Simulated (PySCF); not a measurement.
The system is OKH, in a box.

```
CELL_PARAMETERS angstrom
12.00000 0.00000 0.00000
0.00000 10.00000 0.00000
0.00000 0.00000 11.00000
ATOMIC_POSITIONS crystal
O 0.45544 0.51236 0.47684
K 0.61614 0.47612 0.56923
H 0.38603 0.52808 0.43695
```

Base run:

* Program: PySCF 2.14.0
* Functional: PBE
* Potentials or basis: 6-31g* (all-electron)
* k mesh: 1 × 1 × 1
* Occupations: fixed
* Spin: no spin polarisation

Its results: gap between the frontier levels 1.04 eV.

Problem. The run is repeated on the same cell with these changes: functional from PBE to PBE50. What comes out?

Solution. Gap between the frontier levels 4.87 eV.

PBE50 gives the wider gap, since exact exchange removes part of the self-interaction.

Caveats: this is a molecule in a periodic box at the Γ point, so its band gap is the HOMO-LUMO gap; the basis of atomic orbitals isn't converged, which shifts pressures, moduli and gaps.

